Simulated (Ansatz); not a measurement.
# ClGeH7Si2: the cost of one run

Program: Ansatz 0.2.0. Level of theory: RKS BLYP-D4/def2-SVP. These are calculated values, not measurements.

### Step 1. The system as given

Bond lengths: Cl1–Si2 2.039 Å, Si2–Si3 2.219 Å, Si3–Ge4 2.272 Å, Si2–H5 1.484 Å, Si2–H6 1.479 Å, Si3–H7 1.531 Å, Si3–H8 1.439 Å, Ge4–H9 1.617 Å, Ge4–H10 1.495 Å, Ge4–H11 1.538 Å. Angles (14 of 18 angles, heavy atoms first): Cl1–Si2–Si3 107.4°, Si2–Si3–Ge4 110.5°, Cl1–Si2–H5 110.2°, Cl1–Si2–H6 110.0°, Si3–Si2–H5 109.0°, Si3–Si2–H6 110.7°, Si2–Si3–H7 108.7°, Si2–Si3–H8 110.2°, Ge4–Si3–H7 107.6°, Ge4–Si3–H8 112.7°, Si3–Ge4–H9 105.0°, Si3–Ge4–H10 111.4°, Si3–Ge4–H11 110.7°, H5–Si2–H6 109.5°.

Coordinates:

```xyz
11

Cl   -2.1620    1.7477    0.5190
Si   -0.1352    1.7051    0.7365
Si    0.4905   -0.4242    0.7191
Ge   -0.0442   -1.3956   -1.2640
H     0.5162    2.4095   -0.3951
H     0.2502    2.3519    2.0094
H     2.0127   -0.4902    0.8708
H    -0.0722   -1.1175    1.8476
H    -1.6556   -1.3007   -1.3563
H     0.5518   -0.6515   -2.4153
H     0.3133   -2.8915   -1.2510
```

### Step 2. End point A

The input, input.yaml:

```yaml
crystal:
  periodic: [false, false, false]
  atoms:
    - { symbol: Cl, position_ang: [-2.162, 1.7477, 0.519] }
    - { symbol: Si, position_ang: [-0.1352, 1.7051, 0.7365] }
    - { symbol: Si, position_ang: [0.4905, -0.4242, 0.7191] }
    - { symbol: Ge, position_ang: [-0.0442, -1.3956, -1.264] }
    - { symbol: H, position_ang: [0.5162, 2.4095, -0.3951] }
    - { symbol: H, position_ang: [0.2502, 2.3519, 2.0094] }
    - { symbol: H, position_ang: [2.0127, -0.4902, 0.8708] }
    - { symbol: H, position_ang: [-0.0722, -1.1175, 1.8476] }
    - { symbol: H, position_ang: [-1.6556, -1.3007, -1.3563] }
    - { symbol: H, position_ang: [0.5518, -0.6515, -2.4153] }
    - { symbol: H, position_ang: [0.3133, -2.8915, -1.251] }
basis:
  gaussian: { orbitals: def2-SVP }
hamiltonian:
  xc: blyp
  dispersion: d4
relax:
  f_tol: 0.015
  max_steps: 40
```

On the command line:

```bash
ansatz run input.yaml --threads 2 --pin off --max-ram 3072MiB --backend cpu --events-out ev --progress --plain --runs-dir out
```

Q: Estimate wall time and peak memory on 2 threads of Intel Xeon 6975P-C (Granite Rapids), shared host.

About 18 s, with a peak of 0.19 GiB.
